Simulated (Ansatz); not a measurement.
# Sc: the cost of one run

Computed with Ansatz 0.2.0 (DFT PBEsol, scalar-relativistic, plane waves, PAW, unless a step's input says otherwise).

**1. The structure to begin with**

It takes space group R-3m (No. 166, trigonal). Conventional cell: a = 7.563 Å, b = 7.563 Å, c = 19.347 Å, α = 90.00°, β = 90.00°, γ = 120.00°. Sc (site symmetry m) has 6 Sc at 2.57 to 2.78 Å as nearest neighbours. Around Sc (site symmetry m) lie 7 Sc at 2.75 to 3.10 Å.

As a file:

```cif
data_structure
_symmetry_space_group_name_H-M 'P 1'
_symmetry_Int_Tables_number 1
_cell_length_a 7.7882
_cell_length_b 7.7882
_cell_length_c 7.7882
_cell_angle_alpha 58.096
_cell_angle_beta 58.096
_cell_angle_gamma 58.096
_cell_volume 319.46
loop_
_atom_site_label
_atom_site_type_symbol
_atom_site_fract_x
_atom_site_fract_y
_atom_site_fract_z
_atom_site_occupancy
Sc1 Sc 0.01019 0.65361 0.01019 1
Sc2 Sc 0.01019 0.01019 0.65361 1
Sc3 Sc 0.65361 0.01019 0.01019 1
Sc4 Sc 0.98981 0.34639 0.98981 1
Sc5 Sc 0.34639 0.98981 0.98981 1
Sc6 Sc 0.98981 0.98981 0.34639 1
Sc7 Sc 0.22118 0.63060 0.22118 1
Sc8 Sc 0.22118 0.22118 0.63060 1
Sc9 Sc 0.63060 0.22118 0.22118 1
Sc10 Sc 0.77882 0.36940 0.77882 1
Sc11 Sc 0.36940 0.77882 0.77882 1
Sc12 Sc 0.77882 0.77882 0.36940 1
```

(A quick probe on a coarse mesh, which set the mesh and smearing, is not shown.)

**3. A loose first relaxation**

input.yaml

```yaml
crystal:
  lattice:
    - [3.781507387, 2.1832543079, 6.4489908732]
    - [-3.781507387, 2.1832543079, 6.4489908732]
    - [0.0, -4.3665086156, 6.4489908732]
  atoms:
    - { symbol: Sc, position: [0.01019, 0.65361, 0.01019] }
    - { symbol: Sc, position: [0.01019, 0.01019, 0.65361] }
    - { symbol: Sc, position: [0.65361, 0.01019, 0.01019] }
    - { symbol: Sc, position: [0.98981, 0.34639, 0.98981] }
    - { symbol: Sc, position: [0.34639, 0.98981, 0.98981] }
    - { symbol: Sc, position: [0.98981, 0.98981, 0.34639] }
    - { symbol: Sc, position: [0.22118, 0.6306, 0.22118] }
    - { symbol: Sc, position: [0.22118, 0.22118, 0.6306] }
    - { symbol: Sc, position: [0.6306, 0.22118, 0.22118] }
    - { symbol: Sc, position: [0.77882, 0.3694, 0.77882] }
    - { symbol: Sc, position: [0.3694, 0.77882, 0.77882] }
    - { symbol: Sc, position: [0.77882, 0.77882, 0.3694] }
basis:
  ecutwfc: 420
kpoints:
  mp_grid: { grid: [3, 3, 3] }
hamiltonian:
  xc: pbesol
scf:
  occupations: { method: gaussian, width: 0.1 }
  lower_state_search: "off"
output:
  forces: true
  stress: true
  eigenvalues: true
relax:
  adjacent_minimum: "off"
  f_tol: 0.04
  max_steps: 70
  cell: { stress_tol: 0.4 }
```

Q: Estimate wall time and peak memory on 1 thread of an Arm CPU, shared host.

About 2.7 min, with a peak of 0.66 GiB.
